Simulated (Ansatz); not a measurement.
**Al3Au: equation of state with PBEsol**

Crystal: Al3Au.

```
CELL_PARAMETERS angstrom
-2.02533 2.02533 4.05660
2.02533 -2.02533 4.05660
2.02533 2.02533 -4.05660
ATOMIC_POSITIONS crystal
Au 0.00000 0.00000 0.00000
Al 0.50000 0.50000 0.00000
Al 0.25000 0.75000 0.50000
Al 0.75000 0.25000 0.50000
```

The cell comes from a database or a generator and needn't be the stable form of this composition.

```
Program             : Ansatz 0.2.0
Task                : equation of state
Functional          : PBEsol
Potentials or basis : all-electron LAPW, scalar-relativistic
Basis error allowed : 0.001 eV/atom
k mesh              : 9 × 9 × 9
Occupations         : fermi-dirac, width 0.05 eV
Spin                : no spin polarisation
```

```json
{"Equilibrium volume": "16.20 Å³/atom", "Bulk modulus at fixed shape and positions": "103 GPa", "Pressure derivative of the bulk modulus": "4.8"}
```

Energy against volume, from the lowest point:
```
volume (Å³/atom)  energy (meV/atom)
          15.642               6.29
          15.974               0.75
          16.307               0.00
          16.640               3.49
          16.973              10.76
          17.306              21.34
          17.638              34.93
```

All runs of the series together: 52 s on 2 threads of AMD EPYC 9R45 96-Core Processor (Zen 5), with other jobs on the host.

Caveat: the cell was scaled at fixed shape and fractional positions, which overstates the stiffness of a crystal with free parameters, most of all of layers and chains. The run has no spin-orbit coupling, so splittings on Au are missing.
